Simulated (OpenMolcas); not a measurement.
# Ni²⁺ with 6 ligands (bromide): CASSCF and CASPT2 levels and susceptibility

Which state of Ni²⁺ lies lowest among these ligands, how large is the field, and what χT follows?

Program: OpenMolcas 26.06. Level of theory: state-averaged CASSCF and CASPT2, spin-orbit coupling by RASSI with atomic mean-field integrals. These are calculated values, not measurements, unless marked.

### Step 1. What is computed

```
Species                           : Ni²⁺ (nickel, Z = 28, 26 electrons)
Basis                             : ANO-RCC-VTZP [6s5p3d2f1g], 195 functions with the ligands
Scalar Hamiltonian                : DKH2, point nucleus
Inactive shells                   : 1s 2s 2p 3s 3p of the metal, and all ligand shells
Active space                      : 8 electrons in 5 orbitals (3d)
Some configurations of this space : 3d8
Orbitals                          : optimised for each spin and parity, averaged over all roots
```

Outer shells as boxes (Hund's rule):

3d8
```
3d [↑↓][↑↓][↑↓][↑ ][↑ ]
```

Ni²⁺ is taken with 6 ligands (bromide, fluoride on the axis) in tetragonal octahedron coordination (D4h) at 2.6 Å, the axial distance 2.200 Å. A charge of +0.667 e stands 2.6 Å behind each ligand. Ligand basis ANO-RCC-VDZP. The distances are assumed, not relaxed.

```xyz
7

Ni    0.0000    0.0000    0.0000
Br    2.6000    0.0000    0.0000
Br    0.0000    2.6000    0.0000
Br   -2.6000    0.0000    0.0000
Br    0.0000   -2.6000    0.0000
F     0.0000    0.0000    2.1996
F     0.0000    0.0000   -2.1996
```

The work runs as a chain of OpenMolcas steps in one folder; each step below is one input file. Labels, J, g values, rates, χT and fits are worked out afterwards by a script from the matrices that RASSI stores. The input lists half of the charges; inversion (Group=XYZ) makes the rest.

### Step 2. Basis and integrals

File a.inp:

```
&GATEWAY
Coord
7

Ni 0.0 0.0 0.0
Br 2.600000 0.000000 0.000000
Br 0.000000 2.600000 0.000000
Br -2.600000 0.000000 0.000000
Br 0.000000 -2.600000 0.000000
F 0.000000 0.000000 2.199600
F 0.000000 0.000000 -2.199600
Basis=Ni.ANO-RCC-VTZP,Br.ANO-RCC-VDZP,F.ANO-RCC-VDZP
Group=XYZ
NoMove
AngMom=0.0 0.0 0.0
AMFI
RICD
XField
3 Angstrom 0
5.200000 0.000000 0.000000 0.666667
0.000000 5.200000 0.000000 0.666667
0.000000 0.000000 4.799600 0.666667
&SEWARD
```

Launch:

```bash
OMP_NUM_THREADS=1 MOLCAS_MEM=2457 MOLCAS_PROJECT=a pymolcas a.inp > a.log
```

### Step 3. CASSCF: triplets of even parity, 10 roots

File a.inp:

```
&RASSCF
FileOrb=start.orb
Symmetry=1
Spin=3
nActEl=8 0 0
Inactive=44 47
Ras2=5 0
CIRoot=10 10 1
SDav=10
CIMx=300
Iter=150 100
PrWF=0.3
OrbListing=Nothing
MaxOrb=0
LevShft=1.0
>>> COPY $Project.JobIph JOB001
```

start.orb holds start orbitals that the driver prepared beforehand, or those of the step before.

### Step 4. CASSCF: singlets of even parity, 15 roots

File a.inp:

```
&RASSCF
FileOrb=start.orb
Symmetry=1
Spin=1
nActEl=8 0 0
Inactive=44 47
Ras2=5 0
CIRoot=15 15 1
SDav=15
CIMx=300
Iter=150 100
PrWF=0.3
OrbListing=Nothing
MaxOrb=0
LevShft=1.0
>>> COPY $Project.JobIph JOB002
```

### Step 5. RASSI: spin-orbit coupling between the states

File a.inp:

```
&RASSI
NrOfJobIphs=2 10 15
1 2 3 4 5 6 7 8 9 10
1 2 3 4 5 6 7 8 9 10 11 12 13 14 15
IphNames
JOB001
JOB002
EJob
SpinOrbit
DIPRint=1.0
SOCoupling=1000.0
Subsets=2
Property=9
'ANGMOM' 1 'ANGMOM' 2 'ANGMOM' 3 'MLTPL  1' 1 'MLTPL  1' 2 'MLTPL  1' 3
'AMFI' 1 'AMFI' 2 'AMFI' 3
SOProperty=3
'ANGMOM' 1 'ANGMOM' 2 'ANGMOM' 3
```

### Step 6. CASPT2: IPEA 0.25, imaginary shift 0.1 (47 orbitals frozen, the lowest in energy)

File a.inp:

```
>>> COPY JOB001 $Project.JobIph
&CASPT2
Multistate=10 1 2 3 4 5 6 7 8 9 10
NoMult
Frozen=22 25
IPEA=0.25
Imaginary=0.1
MaxIter=60
WThr=0.0 0.3 0.05
PrWF=0.5
NoMix
>>> COPY JOB002 $Project.JobIph
&CASPT2
Multistate=15 1 2 3 4 5 6 7 8 9 10 11 12 13 14 15
NoMult
Frozen=22 25
IPEA=0.25
Imaginary=0.1
MaxIter=60
WThr=0.0 0.3 0.05
PrWF=0.5
NoMix
```

### Step 7. CASPT2: IPEA 0.25, real shift 0.3 (47 orbitals frozen, the lowest in energy)

Changes to a.inp since step 6:

```diff
@@ -6,3 +6,3 @@
 IPEA=0.25
-Imaginary=0.1
+Shift=0.3
 MaxIter=60
@@ -17,3 +17,3 @@
 IPEA=0.25
-Imaginary=0.1
+Shift=0.3
 MaxIter=60
```

(Steps that only read results are left out.)

**Question.** What will these runs give? Wanted: spin-free ground state; first state of the same spin within the active space; lowest level; next level.

The runs gave:

| quantity | value |
| --- | --- |
| method | SS-CASPT2, IPEA 0.25, imaginary shift 0.1 (47 orbitals frozen, the lowest in energy) |
| spin-free ground state | 3B1, 1-fold in its orbital part |
| first state of the same spin within the active space | 3B2 at 3840 cm⁻¹ |
| lowest level | 1-fold B2 |
| next level | 8.0 cm⁻¹ |
| χT at 300 K | 1.75 cm³ K/mol |
| effective moment at 300 K | 3.74 μB |

Cost by method:

```
                                                                                 method  time of its own steps  time with the reference
                                                                              A. CASSCF                   56 s                     56 s
B. SS-CASPT2, IPEA 0.25, imaginary shift 0.1 (47 orbitals frozen, the lowest in energy)                4.1 min                    5 min
     C. SS-CASPT2, IPEA 0.25, real shift 0.3 (47 orbitals frozen, the lowest in energy)                3.7 min                  4.7 min
```

Times are of one thread on a shared host.

**Reading.** The spin-free ground state (3B1) comes to 100 % from free-ion F terms and keeps the highest spin of the shell. χT at 300 K is 1.75, against 1.00 cm³ K/mol for the spin alone, so orbital moment adds to it. The frozen orbitals are chosen by energy, so an outer shell of the metal can be frozen while a deeper shell elsewhere is correlated. The bonds are covalent and no ligand orbital is active, so the numbers are rough. With one d shell, CASPT2 may overshoot the field of a late 3d ion.
